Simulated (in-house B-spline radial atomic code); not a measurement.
**Gd⁴⁴⁺: ionisation energy by several methods**

Wanted: one ionisation energy, Gd⁴⁴⁺ to configuration [Ar] 3d1, up the ladder of functionals.

Method: scalar-relativistic (X2C), several functionals, spin-polarised; spherical all-electron atom at the radial basis limit. Code: in-house B-spline radial atomic code version 1.

**1. The system**

```
element       : gadolinium (Z = 64)
charge        : +44
electrons     : 20
configuration : [Ar] 3d2
nucleus       : Fermi, rms radius 5.157 fm
```

Outer shells as boxes (Hund's rule):

[Ar] 3d2
```
[Ar] core
3d [↑ ][↑ ][  ][  ][  ]
```

Where spins are not typed, each open shell is filled with up spins first.

**2. SCAN, a meta-GGA**

Settings of the run:

```ini
Z = 64
electrons = 20.0
configuration = [Ar] 3d2
hamiltonian = x2c
method = scan,scan
spin_polarised = True
nucleus = fermi
rms_radius = 5.1569
mass_number = 158
atomic_mass = 157.9241112
speed_of_light = 137.035999084
```

**3. revTPSS, a meta-GGA**

Settings: those of step 2 with these lines changed.

```diff
@@ -4,3 +4,3 @@
 hamiltonian = x2c
-method = scan,scan
+method = revtpss,revtpss
 spin_polarised = True
```

**4. BLYP, a GGA**

Settings: those of step 3 with these lines changed.

```diff
@@ -4,3 +4,3 @@
 hamiltonian = x2c
-method = revtpss,revtpss
+method = b88,lyp
 spin_polarised = True
```

**5. exchange-only LDA**

Settings: those of step 4 with these lines changed.

```diff
@@ -4,3 +4,3 @@
 hamiltonian = x2c
-method = b88,lyp
+method = lda,
 spin_polarised = True
```

Q: The tabulated ionisation energy is 3546 ± 4 eV (tabulated theoretical; NIST Atomic Spectra Database). What does each method give, and which comes nearest?

**Answer**, as computed:

| method | rung | total energy (hartree) | ΔSCF (eV) | −ε highest (eV) | ΔSCF less tabulated (eV) |
| --- | --- | --- | --- | --- | --- |
| exchange-only LDA | LDA | -9607.5015 | 3522.50 | 3465.76 (3d up) | -23.50 |
| BLYP | GGA | -9619.4565 | 3525.81 | 3469.09 (3d up) | -20.19 |
| SCAN | meta-GGA | -9619.0851 | 3525.41 | 3469.87 (3d up) | -20.59 |
| revTPSS | meta-GGA | -9617.7561 | 3524.05 | 3467.67 (3d up) | -21.95 |

What this shows: Against the tabulated ionisation energy, 3546 ± 4 eV (tabulated theoretical; NIST Atomic Spectra Database), the best here is BLYP (-20.19 eV) and the worst exchange-only LDA (-23.50 eV, or 0.66 %). All methods miss on the same side by much the same amount, which points to something that they share. Relativistic terms that these runs lack can be as large as the gaps between close methods, so the nearest may be so by luck. Spin-orbit coupling is left out. Open shells are averaged (over orientations, and over spins where the run is restricted), while tables refer to the lowest levels.

Members of this set that are not shown: 3 used exact exchange with fractional occupations of an open shell, which is unsound here.
